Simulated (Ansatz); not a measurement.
# C4H4O3: up Jacob's ladder to CCSD(T)

The task here is to estimate one member of a computed series from the others.

Computed with Ansatz 0.2.0, Gaussian basis. Level: functionals in def2-TZVPP, the program's frozen cores in correlated methods.

The runs, in order: LDA (SPW92), PBE-D4, revPBE-D4, BLYP-D4, r2SCAN-D4, B97M-V, PBE0-D4, B3LYP-D4, r2SCANh-D4, r2SCAN0-D4, HSE06-D4, BHLYP-D4, CAM-B3LYP-D4, LC-ωPBE, ωB97X-V, ωB97M-V, B2PLYP, PBE-QIDH; CCSD(T)/def2-SVP; CCSD(T)/def2-TZVPP; MP2/def2-QZVPP; extrapolation to the limit; RPA on PBE.

## The geometry

An earlier PBE0-D4 in a triple-zeta def2 set relaxation fixed the geometry.

SMILES `C#COC(=O)OC`, 11 atoms, charge 0, spin multiplicity 1.

Atoms are counted from 1 here; the program's logs count them from 0.

Bond lengths: C1–C2 1.195 Å, C1–H8 1.063 Å, C2–O3 1.305 Å, O3–C4 1.374 Å, C4–O5 1.188 Å, C4–O6 1.316 Å, O6–C7 1.429 Å, C7–H9 1.087 Å, C7–H10 1.090 Å, C7–H11 1.090 Å. Angles: C2–C1–H8 179.0°, C1–C2–O3 175.7°, C2–O3–C4 117.0°, O3–C4–O5 125.3°, O3–C4–O6 106.1°, O5–C4–O6 128.7°, C4–O6–C7 114.3°, O6–C7–H9 105.5°, O6–C7–H10 110.3°, O6–C7–H11 110.3°, H9–C7–H10 110.6°, H9–C7–H11 110.6°, H10–C7–H11 109.4°.

The first run:

Input file in.yaml:

```yaml
crystal:
  periodic: [false, false, false]
  atoms:
    - {symbol: C, position_ang: [-1.514779, -2.072111, 2.216956]}
    - {symbol: C, position_ang: [-1.007637, -1.662924, 1.215778]}
    - {symbol: O, position_ang: [-0.469488, -1.305198, 0.082362]}
    - {symbol: C, position_ang: [0.003153, -0.018408, -0.004482]}
    - {symbol: O, position_ang: [-0.040467, 0.788722, 0.866503]}
    - {symbol: O, position_ang: [0.493089, 0.108418, -1.219345]}
    - {symbol: C, position_ang: [1.038840, 1.397960, -1.502124]}
    - {symbol: H, position_ang: [-1.963328, -2.420369, 3.115330]}
    - {symbol: H, position_ang: [1.398947, 1.342298, -2.525961]}
    - {symbol: H, position_ang: [0.269033, 2.163918, -1.406534]}
    - {symbol: H, position_ang: [1.857941, 1.620592, -0.818083]}
basis:
  gaussian: {orbitals: def2-TZVPP}
hamiltonian: {xc: lda}
output: {orbitals: {seedname: orbitals}}
```

Started as:

```
> ansatz run in.yaml --threads 4 --pin off --events-out ev --progress --plain --max-ram 10444MiB
```

Among the steps run: LDA; PBE-D4 (GGA); revPBE-D4 (GGA); BLYP-D4 (GGA); r2SCAN-D4 (meta-GGA); B97M-V (meta-GGA); PBE0-D4 (hybrid); B3LYP-D4 (hybrid); r2SCANh-D4 (hybrid); r2SCAN0-D4 (hybrid); HSE06-D4 (hybrid); BHLYP-D4 (hybrid); CAM-B3LYP-D4 (range-separated); LC-ωPBE (range-separated); ωB97X-V (range-separated); ωB97M-V (range-separated); B2PLYP (double hybrid); PBE-QIDH (double hybrid).

One table of the session follows, with a row left open; its other results are not shown here.

It belongs to the step «Frontier levels by functional». 

```
  functional  HOMO (eV)  gap (eV)
 LDA (SPW92)      -6.63      5.42
      PBE-D4      -6.41      5.51
   revPBE-D4      -6.33      5.55
     BLYP-D4      -6.26      5.46
   r2SCAN-D4      -6.65      6.04
      B97M-V      -6.65      6.23
     PBE0-D4      -7.70      7.94
    B3LYP-D4      -7.46      7.40
  r2SCANh-D4      -7.13      6.93
  r2SCAN0-D4      -7.87      8.29
    HSE06-D4      -7.29      7.15
    BHLYP-D4      -8.85     10.36
CAM-B3LYP-D4      -9.08     10.50
     LC-ωPBE          ?         ?
     ωB97X-V     -10.07     12.71
     ωB97M-V      -9.96     12.51
```

Estimate the missing values for LC-ωPBE.

As computed: HOMO (eV): -10.48; gap (eV): 13.17. In the column «HOMO (eV)» it is the lowest.
